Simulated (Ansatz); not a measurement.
# TiCuC4N4: the cost of one run

Method: DFT PBE, scalar-relativistic, plane waves, PAW, in Ansatz 0.2.0.

1 further run of the same task is left out (it didn't finish). Runs told in other sessions of the task aren't counted.

## 1. The system as given

Symmetry: P-43m, No. 215, cubic system. The conventional cell has a = 5.866 Å, b = 5.866 Å, c = 5.866 Å, α = 90.00°, β = 90.00°, γ = 90.00°. Ti (site symmetry -43m) is surrounded by 4 N at 1.98 Å. Cu (site symmetry -43m) is surrounded by 4 C at 1.92 Å. Around C (site symmetry 3m) lie 1 N at 1.18 Å and 1 Cu at 1.92 Å. N (site symmetry 3m) is surrounded by 1 C at 1.18 Å and 1 Ti at 1.98 Å.

Coordinates:

```xyz
10
Lattice="5.8656 0.0000 0.0000 0.0000 5.8656 0.0000 0.0000 0.0000 5.8656" Properties=species:S:1:pos:R:3 pbc="T T T"
Ti    2.9328    2.9328    2.9328
Cu    0.0000    0.0000    0.0000
C     1.1079    1.1079    1.1079
C     1.1079    4.7577    4.7577
C     4.7577    1.1079    4.7577
C     4.7577    4.7577    1.1079
N     1.7902    1.7902    1.7902
N     1.7902    4.0754    4.0754
N     4.0754    1.7902    4.0754
N     4.0754    4.0754    1.7902
```

The cell was relaxed beforehand at this level, from a generated guess; it needn't be the stable form of this composition. At a tolerance of 0.05 Å it has space group P-43m (No. 215); it has 20.18 Å³/atom, an uncorrected energy of +0.17 eV/atom over the elements.

## 2. Static run: bands, density of states and charges

input.yaml

```yaml
crystal:
  lattice:
    - [5.8656101943, 0.0, 0.0]
    - [0.0, 5.8656101943, 0.0]
    - [0.0, 0.0, 5.8656101943]
  atoms:
    - { symbol: Ti, position: [0.5, 0.5, 0.5], spin: 0.65 }
    - { symbol: Cu, position: [0.0, 0.0, 0.0] }
    - { symbol: C, position: [0.1888821595, 0.1888821595, 0.1888821595] }
    - { symbol: C, position: [0.1888821595, 0.8111178405, 0.8111178405] }
    - { symbol: C, position: [0.8111178405, 0.1888821595, 0.8111178405] }
    - { symbol: C, position: [0.8111178405, 0.8111178405, 0.1888821595] }
    - { symbol: "N", position: [0.3052039578, 0.3052039578, 0.3052039578] }
    - { symbol: "N", position: [0.3052039578, 0.6947960422, 0.6947960422] }
    - { symbol: "N", position: [0.6947960422, 0.3052039578, 0.6947960422] }
    - { symbol: "N", position: [0.6947960422, 0.6947960422, 0.3052039578] }
basis:
  ecutwfc: 420
kpoints:
  mp_grid: { grid: [6, 6, 6] }
  band_path:
    path:
      - [[0.0, 0.0, 0.0], [0.0, 0.5, 0.0], [0.5, 0.5, 0.0], [0.0, 0.0, 0.0], [0.5, 0.5, 0.5], [0.0, 0.5, 0.0]]
      - [[0.5, 0.5, 0.5], [0.5, 0.5, 0.0]]
    npoints: 14
hamiltonian:
  xc: pbe
scf:
  occupations: { method: gaussian, width: 0.1 }
  n_extra_bands: 25
output:
  forces: true
  stress: true
  eigenvalues: true
  populations: true
  dos: { projected: true, de: 0.02, nscf_kmesh: { grid: [8, 8, 8] } }
  bader: true
  write_density: true
  write_potential: true
  elf: true
  volumetric_format: npy
magnetization:
  spin_polarized: true
checkpoint:
  read: start.run
  write: ck
  compress: false
  write_wavefunctions: false
  write_every: 100000
```

Run with:

```console
$ ansatz run input.yaml --threads 1 --pin off --max-ram 2560MiB --backend cpu --events-out ev --progress --plain --runs-dir out
```

**Question.** How long does this run take on 1 thread of AMD EPYC 9R45 (Zen 5), shared host, and how much memory does it need?

About 2.5 min, with a peak of 1.2 GiB.
